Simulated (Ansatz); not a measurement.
# Sc2GaN3: what a guessed cell relaxes into

The task: take a trial cell of Sc2GaN3 to zero force and stress.

Computed with Ansatz 0.2.0 (DFT PBE, scalar-relativistic, plane waves, PAW, unless a step's input says otherwise).

### Step 1. Starting point

It takes space group R-3m (No. 166, trigonal). The conventional cell has a = 5.025 Å, b = 5.025 Å, c = 12.133 Å, α = 90.00°, β = 90.00°, γ = 120.00°. Sc (site symmetry 3m) has 9 N at 2.93 Å and 3 Ga at 2.95 Å and 4 Sc at 3.00 to 3.08 Å as nearest neighbours. Around Ga (site symmetry -3m) lie 6 N at 2.49 Å. N (site symmetry 2/m) has 2 Ga at 2.49 Å and 4 N at 2.51 Å and 6 Sc at 2.93 Å as nearest neighbours.

Structure file:

```xyz
6
Lattice="2.5127 1.4507 4.0443 -2.5127 1.4507 4.0443 0.0000 -2.9014 4.0443" Properties=species:S:1:pos:R:3 pbc="T T T"
Sc    0.0000    0.0000    1.4991
Sc    0.0000    0.0000   10.6339
Ga    0.0000    0.0000    6.0665
N    -1.2563   -0.7254    4.0443
N     0.0000    1.4507    4.0443
N     1.2563   -0.7254    4.0443
```

Recipe of the guess: species swapped into a database cell of Eu2Al3Ag (R-3m, No. 166), with Sc on the Eu sites, N on the Al sites and Ga on the Ag sites. Lengths come from tabulated atomic sizes and are only a guess.

### Step 2. Probe: one point on a coarse mesh

input.yaml

```yaml
crystal:
  lattice:
    - [2.51269136, 1.45070303, 4.04433181]
    - [-2.51269136, 1.45070303, 4.04433181]
    - [0.0, -2.90140606, 4.04433181]
  atoms:
    - { symbol: Sc, position: [0.123557, 0.123557, 0.123557] }
    - { symbol: Sc, position: [0.876443, 0.876443, 0.876443] }
    - { symbol: Ga, position: [0.5, 0.5, 0.5] }
    - { symbol: "N", position: [0.0, 0.5, 0.5] }
    - { symbol: "N", position: [0.5, 0.5, 0.0] }
    - { symbol: "N", position: [0.5, 0.0, 0.5] }
basis:
  ecutwfc: 420
kpoints:
  mp_grid: { grid: [6, 6, 6] }
hamiltonian:
  xc: pbe
scf:
  occupations: { method: gaussian, width: 0.1 }
  lower_state_search: "off"
output:
  forces: true
  stress: true
  eigenvalues: true
```

On the command line:

```bash
ansatz run input.yaml --threads 1 --pin off --max-ram 2560MiB --backend cpu --events-out ev --progress --plain --runs-dir out
```

The session goes on with these runs: spin check on a coarse mesh; rough relaxation on the coarse mesh; relaxation on the finer mesh.

**Question.** What will these runs give? Wanted: conventional cell; volume; energy over the elements; gap on the mesh.

As calculated:

```
                                                              quantity                                                                       value
                                symmetry at the end (tolerance 0.05 Å)                                                  space group R-3m (No. 166)
                                                     conventional cell  a = 5.669 Å, b = 5.669 Å, c = 8.464 Å, α = 90.00°, β = 90.00°, γ = 120.00°
                                                                volume                                                               13.09 Å³/atom
energy over the elements (uncorrected; H, N, O, F and Cl as molecules)                                                               -0.47 eV/atom
                                                       gap on the mesh                                                                none (metal)
```

**Reading.** The space group R-3m (No. 166) is kept, and the volume per atom shrinks by 11.2 % from the first guess. It lies below the elements, which doesn't yet make it stable: competing phases were not computed in this session. No finished test with a distortion of lower symmetry is shown, so the end may be a saddle point. Other magnetic orders were not searched.
